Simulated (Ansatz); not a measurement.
# CH6BFSi2: two vibrations frozen in

Aim: map the energy of CH6BFSi2, SMILES FB[SiH]1C[SiH2]1 over two coordinates, and find its wells, ridges and stiffness.

Program: Ansatz 0.2.0. Level of theory: RKS CAM-B3LYP-D4/def2-SVP. These are calculated values, not measurements.

### Step 1. Starting geometry

SMILES `FB[SiH]1C[SiH2]1`, 11 atoms, charge 0, spin multiplicity 1.

Atoms are counted from 1 here; the program's logs count them from 0.

Bond lengths: F1–B2 1.340 Å, B2–Si3 1.990 Å, B2–H6 1.222 Å, Si3–C4 1.932 Å, Si3–Si5 2.313 Å, Si3–H7 1.499 Å, C4–Si5 1.898 Å, C4–H8 1.106 Å, C4–H9 1.105 Å, Si5–H10 1.498 Å, Si5–H11 1.498 Å. Angles: F1–B2–Si3 118.8°, F1–B2–H6 117.2°, Si3–B2–H6 123.9°, B2–Si3–C4 117.7°, B2–Si3–Si5 108.7°, B2–Si3–H7 123.3°, C4–Si3–Si5 52.2°, C4–Si3–H7 116.8°, Si5–Si3–H7 116.3°, Si3–C4–Si5 74.3°, Si3–C4–H8 115.1°, Si3–C4–H9 116.1°, Si5–C4–H8 118.0°, Si5–C4–H9 116.7°, H8–C4–H9 111.9°, Si3–Si5–C4 53.5°, Si3–Si5–H10 120.3°, Si3–Si5–H11 121.2° and more.

Geometry (Å):

```xyz
11
charge 0, multiplicity 1
F    -1.98057    1.63127    0.47351
B    -0.68488    1.92722    0.64330
Si    0.64988    0.45262    0.58917
C    -0.01510   -1.35656    0.45989
Si    0.29667   -0.79493   -1.32633
H    -0.39036    3.10856    0.74520
H     2.07678    0.61867    1.01892
H    -1.06253   -1.49482    0.78564
H     0.64771   -2.14844    0.85399
H    -0.90685   -0.54327   -2.18224
H     1.43455   -1.45742   -2.04074
```

This geometry comes from a loose relaxation at PBE in a small basis, which is not shown.

### Step 4. Plan of the scan

- normal mode 8 (530 cm⁻¹): 13 values from −1.094 to 1.094 amu½·Å
- normal mode 13 (755 cm⁻¹): 13 values from −0.977 to 0.977 amu½·Å

Nothing else is relaxed (straight displacements along the two mass-weighted modes). Energies count from the relaxed molecule at the same level. Points are written as (first, second).

Displacement patterns for an amplitude of 1 (Å):

```csv
atom,x1,y1,z1,x2,y2,z2
F1,-0.012,0.001,-0.001,-0.001,0.001,0.011
B2,-0.016,0.038,0.006,0.009,-0.009,-0.055
Si3,0.053,0.065,-0.002,0.033,0.029,0.022
C4,-0.023,-0.112,-0.108,-0.136,-0.069,0.074
Si5,-0.036,-0.039,0.057,0.021,0.001,-0.046
H6,-0.055,0.064,-0.065,-0.017,-0.066,0.224
H7,0.026,-0.117,0.124,0.051,0.319,-0.112
H8,-0.031,-0.123,-0.139,-0.076,-0.304,0.208
H9,-0.032,-0.127,-0.122,0.088,0.088,0.045
H10,0.104,0.111,-0.090,-0.085,-0.191,0.043
H11,0.194,0.362,0.012,0.047,0.201,-0.232
```

(The set-up runs are not shown.)

### Step 5. Grid point (0.000 amu½·Å, −0.488 amu½·Å)

The input, input.yaml:

```yaml
crystal:
  periodic: [false, false, false]
  atoms:
    - { symbol: F, position_ang: [-1.954778, 1.624586, 0.501522] }
    - { symbol: B, position_ang: [-0.685698, 1.938087, 0.719854] }
    - { symbol: Si, position_ang: [0.656331, 0.473328, 0.43238] }
    - { symbol: C, position_ang: [0.039348, -1.266196, 0.401157] }
    - { symbol: Si, position_ang: [0.308135, -0.854416, -1.338453] }
    - { symbol: H, position_ang: [-0.426187, 3.121033, 0.847663] }
    - { symbol: H, position_ang: [2.026097, 0.499283, 1.019432] }
    - { symbol: H, position_ang: [-1.035647, -1.251834, 0.651222] }
    - { symbol: H, position_ang: [0.561352, -2.118974, 0.863648] }
    - { symbol: H, position_ang: [-0.80981, -0.553688, -2.268134] }
    - { symbol: H, position_ang: [1.417449, -1.668539, -1.89914] }
basis:
  gaussian: { orbitals: def2-SVP }
hamiltonian:
  xc: { name: CAM-B3LYP }
  dispersion: d4
output:
  forces: true
```

The run is started by

```console
$ ansatz run input.yaml --threads 1 --pin off --max-ram 2560MiB --backend cpu --events-out ev --progress --plain --runs-dir out
```

The session goes on with these runs: the other points that were computed.

Before running it: what results should come out? Wanted: lowest point; highest computed point; largest force on an atom.

As calculated:

| quantity | value |
| --- | --- |
| lowest point | (0.000 amu½·Å, 0.000 amu½·Å), 0 kJ/mol |
| highest computed point | (−1.094 amu½·Å, −0.977 amu½·Å), 238 kJ/mol above the lowest |
| largest force on an atom (eV/Å) | 0.0 at (0.000 amu½·Å, 0.000 amu½·Å) to 12.0 at (−1.094 amu½·Å, −0.977 amu½·Å); 0.0 at the lowest point |
| time for the whole task | 30 min on 1 thread, shared host |

The lowest computed point is at (0.000 amu½·Å, 0.000 amu½·Å), 0 kJ/mol from the relaxed molecule at the same level. The grid shows no other well, apart from its symmetry copies. The highest computed point, (−1.094 amu½·Å, −0.977 amu½·Å), lies 238 kJ/mol above the lowest. Round the minimum the two coordinates are nearly uncoupled.
